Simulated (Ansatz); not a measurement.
# Ge5F: a trial structure relaxed

The task: take a trial cell of Ge5F to zero force and stress.

Computed with Ansatz 0.2.0 (DFT PBE, scalar-relativistic, plane waves, PAW, unless a step's input says otherwise).

### Step 1. The system as given

Symmetry: I4/mmm, No. 139, tetragonal system. Conventional cell: a = 5.941 Å, b = 5.941 Å, c = 6.326 Å, α = 90.00°, β = 90.00°, γ = 90.00°. Ge (site symmetry 2/m) has 6 Ge at 2.63 to 2.97 Å and 2 F at 2.63 Å as nearest neighbours. Around Ge (site symmetry 4/mmm) lie 8 Ge at 2.63 Å. F (site symmetry 4/mmm) is surrounded by 8 Ge at 2.63 Å.

Structure file:

```
Ge F
1.0
    -2.97028    2.97028    3.16321
     2.97028   -2.97028    3.16321
     2.97028    2.97028   -3.16321
Ge F
5 1
Direct
  0.50000 0.50000 0.50000
  0.00000 0.00000 0.50000
  0.50000 0.00000 0.00000
  0.00000 0.50000 0.00000
  0.00000 0.00000 0.00000
  0.50000 0.50000 0.00000
```

Recipe of the guess: random cell by space group and Wyckoff sites (I4/mmm, No. 139). The dimensions are guesses.

### Step 2. Probe: one point on a coarse mesh

input.yaml

```yaml
crystal:
  lattice:
    - [-2.97027821, 2.97027821, 3.16321029]
    - [2.97027821, -2.97027821, 3.16321029]
    - [2.97027821, 2.97027821, -3.16321029]
  atoms:
    - { symbol: Ge, position: [0.5, 0.5, 0.5] }
    - { symbol: Ge, position: [0.0, 0.0, 0.5] }
    - { symbol: Ge, position: [0.5, 0.0, 0.0] }
    - { symbol: Ge, position: [0.0, 0.5, 0.0] }
    - { symbol: Ge, position: [0.0, 0.0, 0.0] }
    - { symbol: F, position: [0.5, 0.5, 0.0] }
basis:
  ecutwfc: 420
kpoints:
  mp_grid: { grid: [4, 4, 4] }
hamiltonian:
  xc: pbe
scf:
  occupations: { method: gaussian, width: 0.1 }
  lower_state_search: "off"
output:
  forces: true
  stress: true
  eigenvalues: true
```

The run is started by

```bash
$ ansatz run input.yaml --threads 1 --pin off --max-ram 2560MiB --backend cpu --events-out ev --progress --plain --runs-dir out
```

Further runs follow: a loose first relaxation; relaxation on the finer mesh.

Before running it: what results should come out? Wanted: conventional cell; volume; energy over the elements; gap on the mesh.

The runs gave:

| quantity | value |
| --- | --- |
| symmetry at the end (tolerance 0.05 Å) | space group I4/mmm (No. 139) |
| conventional cell | a = 5.574 Å, b = 5.574 Å, c = 7.894 Å, α = 90.00°, β = 90.00°, γ = 90.00° |
| volume | 20.44 Å³/atom |
| energy over the elements (uncorrected; H, N, O, F and Cl as molecules) | +0.04 eV/atom |
| gap on the mesh | none (metal) |

The space group I4/mmm (No. 139) is kept, and the volume per atom grows by 9.9 % from the first guess. The formation energy of this structure is too near zero to say whether it is bound against the elements. No finished test with a distortion of lower symmetry is shown, so the end may be a saddle point. Spin polarisation is off in the runs that give these values; a magnetic solution could lie lower.
